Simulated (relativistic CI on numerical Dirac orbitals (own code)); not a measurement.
# Ge VI (Ge⁵⁺): levels and lines

The task is the spectrum of Ge⁵⁺: levels, purity of their labels, lifetimes and lines; further runs change one setting each.

Program: relativistic CI on numerical Dirac orbitals (own code) version 3. Level of theory: Dirac-Coulomb-Breit CI, KLI orbitals optimised for each configuration, model QED (radiative potential, 1s self-energy scaled to tabulated hydrogen-like ionisation energies), valence Slater integrals scaled by 0.85, P86 correlation energy added to each configuration. These are calculated values, not measurements, unless marked.

**1. The atom as given**

| Item | Value |
| --- | --- |
| ion | Ge⁵⁺ (Ge VI) |
| nuclear charge | 32 |
| electrons | 27 |
| isotope | A = 74 |
| first configuration typed | [Ar] 3d9 |

The outer shells:

first configuration typed
```
[Ar] core
3d [↑↓][↑↓][↑↓][↑↓][↑ ]
```

**2. Base run**

Settings, as recorded:

```ini
atom Ge  Z=32  charge=5  electrons=27
nucleus A=74  rms_radius_fm=4.0742
hamiltonian dirac-coulomb  breit=on  qed=on  c_scale=1
orbitals kli  potential=per-configuration
slater_scale 0.85
correlation p86
mixing on
configurations
  [Ar] 3d9
  [Ar] 3d8 4s
  [Ar] 3d8 4p
  [Ne] 3s2 3p5 3d10
  [Ar] 3d8 4d
  [Ar] 3d8 5s
  [Ar] 3d8 5p
  [Ar] 3d8 4f
  [Ar] 3d7 4s2
  [Ar] 3d8 5d
  [Ne] 3s 3p6 3d10
  [Ar] 3d8 5f
  [Ar] 3d8 5g
  [Ar] 3d7 4s 4p
  [Ar] 3d7 4p2
  [Ar] 3d7 4s 4d
end
```

On the command line:

```sh
$ python run_levels.py task.json out
```

task.json lists these runs, among others, and the program works through them in turn.

From the run's result record (rounded, not every field):

```text
status: converged
levels [i, E_cm, J2, conf, term, w_term, jj, w_jj, g, tau_s, breit_cm, qed_cm]:
  - [0, 0, 5, "3s2 3p6 3d9", "2D", 0.9993, "3d5/2^5", 0.9993, 1.2, "-", 0, 0]
  - [1, 4479.221, 3, "3s2 3p6 3d9", "2D", 0.9993, "3d3/2^3 3d5/2^6", 0.9993, 0.7986, 0.6882, -282.2, 16.65]
  - [2, 304901.05, 9, "3s2 3p6 3d8 4s", "4F", 0.9964, "3d5/2^4 4s", 0.8374, 1.333, 0.01274, 226.5, 209.5]
  - [3, 307363.04, 7, "3s2 3p6 3d8 4s", "4F", 0.9159, "3d3/2^3 3d5/2^5 4s", 0.5549, 1.229, 0.000136, 146, 216.2]
  - [4, 309767.89, 5, "3s2 3p6 3d8 4s", "4F", 0.9687, "3d3/2^3 3d5/2^5 4s", 0.7937, 1.024, 0.0004308, 22.47, 226.4]
  - [5, 311303.36, 3, "3s2 3p6 3d8 4s", "4F", 0.977, "3d3/2^2 3d5/2^6 4s", 0.5416, 0.4066, 0.001483, -37.19, 231.3]
  - [6, 313558.96, 7, "3s2 3p6 3d8 4s", "2F", 0.9138, "3d3/2^3 3d5/2^5 4s", 0.5987, 1.15, 1.146e-05, 136.2, 214.5]
  - [7, 317410.37, 5, "3s2 3p6 3d8 4s", "2F", 0.9446, "3d3/2^3 3d5/2^5 4s", 0.5225, 0.8715, 1.086e-05, 8.979, 225.1]
  - [8, 328835.18, 5, "3s2 3p6 3d8 4s", "4P", 0.5401, "3d5/2^4 4s", 0.8212, 1.409, 5.682e-05, 326.8, 210.9]
  - [9, 330290.94, 3, "3s2 3p6 3d8 4s", "2D", 0.7187, "3d5/2^4 4s", 0.7068, 1.005, 2.756e-05, 274.4, 214.6]
  - [10, 333603.53, 3, "3s2 3p6 3d8 4s", "4P", 0.8114, "3d3/2^3 3d5/2^5 4s", 0.879, 1.561, 0.0001369, 129.9, 225.9]
  - [11, 333730.22, 1, "3s2 3p6 3d8 4s", "4P", 0.9917, "3d3/2^3 3d5/2^5 4s", 0.3657, 2.664, 0.002615, 180.1, 224.5]
  - [12, 334231.92, 5, "3s2 3p6 3d8 4s", "2D", 0.5278, "3d3/2^3 3d5/2^5 4s", 0.6019, 1.379, 4.724e-05, -67.62, 230.6]
  - [13, 339737.98, 3, "3s2 3p6 3d8 4s", "2P", 0.9127, "3d3/2^3 3d5/2^5 4s", 0.7247, 1.291, 8.129e-06, 90.69, 221.3]
  - [14, 340844.7, 1, "3s2 3p6 3d8 4s", "2P", 0.993, "3d3/2^3 3d5/2^5 4s", 0.6316, 0.6721, 7.618e-06, 191, 221.5]
  - [15, 342482.52, 9, "3s2 3p6 3d8 4s", "2G", 0.9956, "3d3/2^3 3d5/2^5 4s", 0.8368, 1.111, 2.23e-05, -21.69, 220.4]
  - [16, 342530.75, 7, "3s2 3p6 3d8 4s", "2G", 0.9946, "3d3/2^3 3d5/2^5 4s", 0.8432, 0.8886, 2.301e-05, -12.4, 220.5]
  - [17, 390581.73, 1, "3s2 3p6 3d8 4s", "2S", 0.9892, "3d5/2^4 4s", 0.5113, 2.001, 1.223e-05, 287.6, 222.6]
  - [18, 406220.32, 7, "3s2 3p6 3d8 4p", "4D*", 0.9106, "3d5/2^4 4p1/2", 0.6518, 1.409, 5.055e-10, 274.8, 44.3]
  - [19, 409843.79, 9, "3s2 3p6 3d8 4p", "4G*", 0.5302, "3d5/2^4 4p1/2", 0.791, 1.185, 4.868e-10, 245.9, 42.97]
  - [20, 410241.85, 5, "3s2 3p6 3d8 4p", "4D*", 0.9063, "3d3/2^3 3d5/2^5 4p1/2", 0.4632, 1.337, 4.895e-10, 119.5, 57.42]
  - [21, 412101.8, 11, "3s2 3p6 3d8 4p", "4G*", 0.9968, "3d5/2^4 4p3/2", 0.8416, 1.272, 4.258e-10, 158.3, 52.17]
  - [22, 412525.03, 7, "3s2 3p6 3d8 4p", "4G*", 0.7402, "3d3/2^3 3d5/2^5 4p1/2", 0.8091, 1.019, 4.764e-10, 94.58, 55.91]
  - [23, 413273.13, 3, "3s2 3p6 3d8 4p", "4D*", 0.9358, "3d3/2^3 3d5/2^5 4p3/2", 0.5353, 1.155, 4.791e-10, -7.202, 67.56]
  - [24, 414371.62, 5, "3s2 3p6 3d8 4p", "4G*", 0.8715, "3d3/2^2 3d5/2^6 4p1/2", 0.4147, 0.6306, 4.573e-10, 16.27, 62.65]
  - [25, 415117.65, 1, "3s2 3p6 3d8 4p", "4D*", 0.9845, "3d3/2^2 3d5/2^6 4p3/2", 0.5066, 0.006487, 4.719e-10, -75.74, 73.36]
  - [26, 415409.67, 9, "3s2 3p6 3d8 4p", "4F*", 0.7723, "3d5/2^4 4p3/2", 0.8071, 1.286, 4.121e-10, 165.3, 52.72]
  - [27, 417054.55, 7, "3s2 3p6 3d8 4p", "4F*", 0.5451, "3d3/2^3 3d5/2^5 4p3/2", 0.464, 1.193, 2.641e-10, 100.5, 57.49]
  - [28, 417839.13, 9, "3s2 3p6 3d8 4p", "2G*", 0.5506, "3d3/2^3 3d5/2^5 4p3/2", 0.9083, 1.143, 4.46e-10, -2.631, 64.92]
  - [29, 418453.33, 5, "3s2 3p6 3d8 4p", "4F*", 0.6478, "3d3/2^3 3d5/2^5 4p1/2", 0.3642, 1.033, 2.073e-10, 27.58, 63.7]
  - [30, 418485.22, 3, "3s2 3p6 3d8 4p", "4F*", 0.6653, "3d3/2^2 3d5/2^6 4p1/2", 0.2493, 0.5559, 2.418e-10, 80.32, 61.41]
  - [31, 420801.09, 5, "3s2 3p6 3d8 4p", "2D*", 0.681, "3d5/2^4 4p3/2", 0.5141, 1.122, 7.39e-11, 127, 57.05]
  - [32, 420811.13, 7, "3s2 3p6 3d8 4p", "2F*", 0.5443, "3d3/2^3 3d5/2^5 4p3/2", 0.7281, 1.096, 1.996e-10, 32.06, 62.48]
  - [33, 421684.67, 7, "3s2 3p6 3d8 4p", "2G*", 0.6137, "3d3/2^2 3d5/2^6 4p3/2", 0.4558, 0.9682, 2.988e-10, -76, 70.97]
  - [34, 423736.81, 3, "3s2 3p6 3d8 4p", "2D*", 0.6703, "3d3/2^3 3d5/2^5 4p3/2", 0.4843, 0.7293, 8.774e-11, -15.31, 68.03]
  - [35, 424776.05, 5, "3s2 3p6 3d8 4p", "2F*", 0.7292, "3d3/2^2 3d5/2^6 4p3/2", 0.3712, 0.9168, 1.007e-10, -91.76, 70.84]
  - [36, 431145.68, 3, "3s2 3p6 3d8 4p", "4P*", 0.698, "3d5/2^4 4p1/2", 0.4855, 1.569, 2.101e-10, 289.4, 50.86]
  - [37, 431774.3, 5, "3s2 3p6 3d8 4p", "4P*", 0.5603, "3d5/2^4 4p1/2", 0.4938, 1.374, 2.199e-10, 303.9, 49.39]
  - [38, 432347.73, 1, "3s2 3p6 3d8 4p", "4P*", 0.892, "3d3/2^3 3d5/2^5 4p1/2", 0.5382, 2.451, 5.086e-10, 273.7, 55.92]
  - [39, 434192.15, 5, "3s2 3p6 3d8 4p", "2F*", 0.6849, "3d5/2^4 4p3/2", 0.3321, 1.063, 2.643e-10, 166.1, 57.29]
  - [40, 436414.78, 7, "3s2 3p6 3d8 4p", "2F*", 0.8392, "3d5/2^4 4p3/2", 0.6073, 1.175, 1.886e-10, 150.1, 59.2]
  - [41, 436851.9, 3, "3s2 3p6 3d8 4p", "2D*", 0.5689, "3d3/2^2 3d5/2^6 4p1/2", 0.4719, 1.107, 7.84e-11, 17.52, 64.91]
  - [42, 437294.97, 1, "3s2 3p6 3d8 4p", "2P*", 0.8727, "3d5/2^4 4p3/2", 0.4612, 0.8663, 4.418e-10, 194.3, 60.85]
  - [43, 438760.83, 5, "3s2 3p6 3d8 4p", "2D*", 0.8277, "3d3/2^2 3d5/2^6 4p3/2", 0.2852, 1.226, 8.002e-11, 18.43, 65.9]
  - [44, 439331.95, 3, "3s2 3p6 3d8 4p", "2P*", 0.5469, "3d3/2^2 3d5/2^6 4p3/2", 0.3505, 1.156, 2.019e-10, 63.4, 66.14]
  - "... 155 more rows left out ..."
lines, the strongest and those to the lowest levels [upper, lower, type, S_au, A_per_s, branching]:
  - [2, 0, "E2", 0.00266, 78.5, 1]
  - [3, 0, "E2", 0.1811, 6953, 0.9457]
  - [3, 1, "E2", 0.01117, 398.8, 0.05424]
  - [4, 1, "E2", 0.04504, 2229, 0.9603]
  - [5, 0, "E2", 0.00387, 316.8, 0.4699]
  - [5, 1, "E2", 0.00469, 357.1, 0.5297]
  - [6, 0, "E2", 1.891, 8.026e+04, 0.9195]
  - [6, 1, "E2", 0.178, 7028, 0.08051]
  - [7, 0, "E2", 0.4601, 2.767e+04, 0.3006]
  - [7, 1, "E2", 1.149, 6.438e+04, 0.6994]
  - [8, 0, "E2", 0.1189, 8536, 0.485]
  - [8, 1, "E2", 0.1352, 9059, 0.5147]
  - [9, 0, "E2", 0.2702, 2.974e+04, 0.8194]
  - [9, 1, "E2", 0.06367, 6545, 0.1804]
  - [10, 0, "E2", 0.03725, 4310, 0.5899]
  - [10, 1, "E2", 0.02768, 2993, 0.4096]
  - [11, 1, "E2", 0.001707, 369.9, 0.9672]
  - [12, 0, "E2", 0.1619, 1.26e+04, 0.5953]
  - [12, 1, "E2", 0.1176, 8559, 0.4043]
  - [13, 0, "E2", 0.5384, 6.823e+04, 0.5546]
  - [13, 1, "E2", 0.462, 5.479e+04, 0.4454]
  - [14, 0, "E2", 0.2276, 5.863e+04, 0.4466]
  - [14, 1, "E2", 0.3012, 7.263e+04, 0.5533]
  - [15, 0, "E2", 0.8496, 4.483e+04, 0.9999]
  - [16, 0, "E2", 0.03637, 2401, 0.05524]
  - [16, 1, "E2", 0.6643, 4.106e+04, 0.9446]
  - [17, 0, "E2", 0.0842, 4.286e+04, 0.5241]
  - [17, 1, "E2", 0.0808, 3.882e+04, 0.4748]
n_levels_all: 1330
total_energy [Ha]: -2090.5545045
configurations [conf, odd, states, E_av_cm, breit_Ha, qed_Ha, corr_Ha]:
  - ["3s2 3p6 3d9", 0, 10, 2353.26, 0.9482, 0.6379, -1.549]
  - ["3s2 3p6 3d8 4s", 0, 90, 326584, 0.9491, 0.6388, -1.513]
  - ["3s2 3p6 3d8 4p", 1, 270, 432205, 0.9491, 0.6381, -1.51]
  - ["3s2 3p5 3d10", 1, 6, 791756, 0.9427, 0.6378, -1.545]
  - ["3s2 3p6 3d8 4d", 0, 450, 583949, 0.9483, 0.6381, -1.508]
  - ["3s2 3p6 3d8 5s", 0, 90, 635087, 0.9485, 0.6384, -1.51]
  - ["3s2 3p6 3d8 5p", 1, 270, 675267, 0.9486, 0.6381, -1.508]
  - ["3s2 3p6 3d8 4f", 1, 630, 701237, 0.9482, 0.6381, -1.492]
  - ["3s2 3p6 3d7 4s2", 0, 120, 721648, 0.95, 0.6399, -1.492]
  - ["3s2 3p6 3d8 5d", 0, 450, 737242, 0.9482, 0.6381, -1.505]
  - ["3s 3p6 3d10", 0, 2, 1.26904e+06, 0.9437, 0.6331, -1.542]
  - ["3s2 3p6 3d8 5f", 1, 630, 791064, 0.9482, 0.6381, -1.492]
  - ["3s2 3p6 3d8 5g", 0, 810, 793448, 0.9482, 0.6381, -1.493]
  - ["3s2 3p6 3d7 4s 4p", 1, 1440, 818374, 0.9501, 0.6392, -1.489]
  - "... 2 more rows left out ..."
radial 3s2 3p6 3d9 [Ha, bohr]: {"<r^-3>(3d)": 15.432, "<r^1>(3d)": 0.67962, "<r^2>(3d)": 0.56934, "<r^4>(3d)": 0.67741, "zeta(3d)": 0.0081804}
radial 3s2 3p6 3d8 4s [Ha, bohr]: {"<r^-3>(3d)": 16.286, "<r^1>(3d)": 0.65907, "<r^2>(3d)": 0.53298, "<r^4>(3d)": 0.58825, "F2(3d,3d)": 0.66694, "F4(3d,3d)": 0.42003, "zeta(3d)": 0.0087036, "<r^1>(4s)": 1.6202, "<r^2>(4s)": 2.9543, "<r^4>(4s)": 12.783, "G2(3d,4s)": 0.068708}
ionisation_energy [eV]: 115.583
```

Run time: 1.2 s. Hardware: 1 thread, shared host.

Lowest levels:

```csv
level,energy (cm⁻¹),LS purity (%),jj purity (%),radiative lifetime (s)
3d9 2D5/2,0.0,100,100,-
3d9 2D3/2,4479.2,100,100,0.69
3d8 4s 4F9/2,304901,100,84,0.013
3d8 4s 4F7/2,307363,92,55,0.00014
3d8 4s 4F5/2,309768,97,79,0.00043
3d8 4s 4F3/2,311303,98,54,0.0015
3d8 4s 2F7/2,313559,91,60,1.1e-05
3d8 4s 2F5/2,317410,94,52,1.1e-05
3d8 4s [3d5/2^4 4s] J=5/2,328835,54,82,5.7e-05
3d8 4s 2D3/2,330291,72,71,2.8e-05
3d8 4s 4P3/2,333604,81,88,0.00014
3d8 4s 4P1/2,333730,99,37,0.0026
3d8 4s 2D5/2,334232,53,60,4.7e-05
3d8 4s 2P3/2,339738,91,72,8.1e-06
```

Where the configurations lie:

```csv
configuration,levels among the lowest 60,parity,lowest (cm⁻¹),highest (cm⁻¹)
3d9,2,even,0.0,4479.2
3d8 4s,16,even,304901,390582
3d8 4p,42,odd,406220,455863
```

Strongest E1 lines among the lowest 200 of 1330 levels, by gA:

```csv
upper,lower,wavelength (nm),A (1/s)
3d8 4d 4H13/2,3d8 4p 4G°11/2,66.48,9.73e+09
3d8 4d 2I13/2,3d8 4p 2H°11/2,66.79,9.64e+09
3d8 4f 4I°15/2,3d8 4d 4H13/2,83.91,8.09e+09
3d8 4d 2I11/2,3d8 4p 2H°9/2,65.41,9.72e+09
3d8 4d [3d3/2^3 3d5/2^5 4d5/2] J=11/2,3d8 4p [3d3/2^3 3d5/2^5 4p3/2] J=9/2°,66.89,9.35e+09
3d8 4f [3d3/2^3 3d5/2^5 4f7/2] J=13/2°,3d8 4d [3d3/2^3 3d5/2^5 4d5/2] J=11/2,84.35,7.79e+09
3d8 4d [3d5/2^4 4d3/2] J=11/2,3d8 4p [3d5/2^4 4p1/2] J=9/2°,65.30,8.29e+09
3d8 4f [3d5/2^4 4f5/2] J=13/2°,3d8 4d [3d5/2^4 4d3/2] J=11/2,84.05,6.64e+09
3d8 4d 2H9/2,3d8 4p 2G°7/2,67.11,8.96e+09
3d8 4f 2F°7/2 + 4G°,3d9 2D5/2,14.63,1.04e+10
```

**3. Comparison with measurement**

Computed and measured (Sugar and Musgrove, J. Phys. Chem. Ref. Data 22, 1213 (1993)) energies in cm⁻¹:

```csv
level,computed,measured,difference
3d9 2D5/2,0,0,+0
3d9 2D3/2,4479,4560,-81
3d8 4s 4F9/2,304901,303696,+1205
3d8 4s 4F7/2,307363,306243,+1120
3d8 4s 4F5/2,309768,308657,+1111
3d8 4s 4F3/2,311303,310199,+1104
3d8 4s 2F7/2,313559,313025,+534
3d8 4s 2F5/2,317410,316937,+474
3d8 4s 2D3/2,330291,329074,+1217
3d8 4s 4P3/2,333604,332377,+1227
3d8 4s 4P1/2,333730,332497,+1233
3d8 4s 2P3/2,339738,339335,+403
3d8 4s 2P1/2,340845,340525,+319
3d8 4s 2G9/2,342483,343624,-1142
3d8 4s 2G7/2,342531,343674,-1143
3d8 4s 2S1/2,390582,391183,-601
3d8 4p 4D°7/2,406220,404892,+1328
3d8 4p 4D°5/2,410242,408981,+1261
3d8 4p 4G°11/2,412102,411592,+510
3d8 4p 4G°7/2,412525,411886,+639
3d8 4p 4D°3/2,413273,412038,+1235
3d8 4p 4D°1/2,415118,413873,+1245
```

 The first 22 of 42 pairs are shown.

**4. Correlation estimate lda-sx**

Settings: those of step 2 with these lines changed.

```diff
@@ -5,3 +5,3 @@
 slater_scale 0.85
-correlation p86
+correlation lda-sx
 mixing on
```

Result record:

```text
status: converged
levels [i, E_cm, J2, conf, term, w_term, w_jj]:
  - [0, 0, 5, "3s2 3p6 3d9", "2D", 0.9993, 0.9993]
  - [1, 4479.2399, 3, "3s2 3p6 3d9", "2D", 0.9993, 0.9993]
  - [2, 304198.37, 9, "3s2 3p6 3d8 4s", "4F", 0.9964, 0.8374]
  - [3, 306660.57, 7, "3s2 3p6 3d8 4s", "4F", 0.916, 0.555]
  - [4, 309065.31, 5, "3s2 3p6 3d8 4s", "4F", 0.9687, 0.7937]
  - [5, 310600.75, 3, "3s2 3p6 3d8 4s", "4F", 0.977, 0.5416]
  - [6, 312858.37, 7, "3s2 3p6 3d8 4s", "2F", 0.9139, 0.5986]
  - [7, 316709.87, 5, "3s2 3p6 3d8 4s", "2F", 0.9446, 0.5226]
  - [8, 328135.15, 5, "3s2 3p6 3d8 4s", "4P", 0.5398, 0.8212]
  - [9, 329589.84, 3, "3s2 3p6 3d8 4s", "2D", 0.719, 0.7069]
  - [10, 332904.45, 3, "3s2 3p6 3d8 4s", "4P", 0.8118, 0.8792]
  - [11, 333031.77, 1, "3s2 3p6 3d8 4s", "4P", 0.9917, 0.3658]
  - [12, 333531.63, 5, "3s2 3p6 3d8 4s", "2D", 0.5275, 0.6021]
  - [13, 339038.25, 3, "3s2 3p6 3d8 4s", "2P", 0.9128, 0.7248]
  - [14, 340145.15, 1, "3s2 3p6 3d8 4s", "2P", 0.993, 0.6316]
  - [15, 341782.1, 9, "3s2 3p6 3d8 4s", "2G", 0.9957, 0.8368]
  - "... 184 more rows left out ..."
n_levels_all: 1330
total_energy [Ha]: -2091.5840289
configurations [conf, odd, states, E_av_cm, breit_Ha, qed_Ha, corr_Ha]:
  - ["3s2 3p6 3d9", 0, 10, 2352.37, 0.9482, 0.6379, -2.579]
  - ["3s2 3p6 3d8 4s", 0, 90, 325879, 0.9491, 0.6388, -2.546]
  - ["3s2 3p6 3d8 4p", 1, 270, 432054, 0.9491, 0.6381, -2.54]
  - ["3s2 3p5 3d10", 1, 6, 791349, 0.9427, 0.6378, -2.576]
  - ["3s2 3p6 3d8 4d", 0, 450, 585992, 0.9483, 0.6381, -2.529]
  - ["3s2 3p6 3d8 5s", 0, 90, 640432, 0.9485, 0.6384, -2.515]
  - ["3s2 3p6 3d8 5p", 1, 270, 680596, 0.9486, 0.6381, -2.513]
  - ["3s2 3p6 3d8 4f", 1, 630, 702197, 0.9482, 0.6381, -2.517]
  - ["3s2 3p6 3d7 4s2", 0, 120, 721080, 0.95, 0.6399, -2.524]
  - ["3s2 3p6 3d8 5d", 0, 450, 742359, 0.9482, 0.6381, -2.511]
  - ["3s 3p6 3d10", 0, 2, 1.26806e+06, 0.9437, 0.6331, -2.576]
  - ["3s2 3p6 3d8 5f", 1, 630, 793932, 0.9482, 0.6381, -2.509]
  - ["3s2 3p6 3d8 5g", 0, 810, 797437, 0.9482, 0.6381, -2.504]
  - ["3s2 3p6 3d7 4s 4p", 1, 1440, 817979, 0.9501, 0.6392, -2.52]
  - "... 2 more rows left out ..."
ionisation_energy [eV]: 116.155
```

It took 1.2 s on 1 thread, shared host.

How the levels moved (cm⁻¹, from the main run's lowest level):

```csv
level,main run,shift
3d9 2D3/2,4479.2,+0.0
3d8 4s 4F9/2,304901,-702.7
3d8 4s 4F7/2,307363,-702.5
3d8 4s 4F5/2,309768,-702.6
3d8 4s 4F3/2,311303,-702.6
3d8 4s 2F7/2,313559,-700.6
3d8 4s 2F5/2,317410,-700.5
3d8 4s [3d5/2^4 4s] J=5/2,328835,-700.0
3d8 4s 2D3/2,330291,-701.1
3d8 4s 4P3/2,333604,-699.1
3d8 4s 4P1/2,333730,-698.5
3d8 4s 2D5/2,334232,-700.3
```

[end of part 1 of 2]
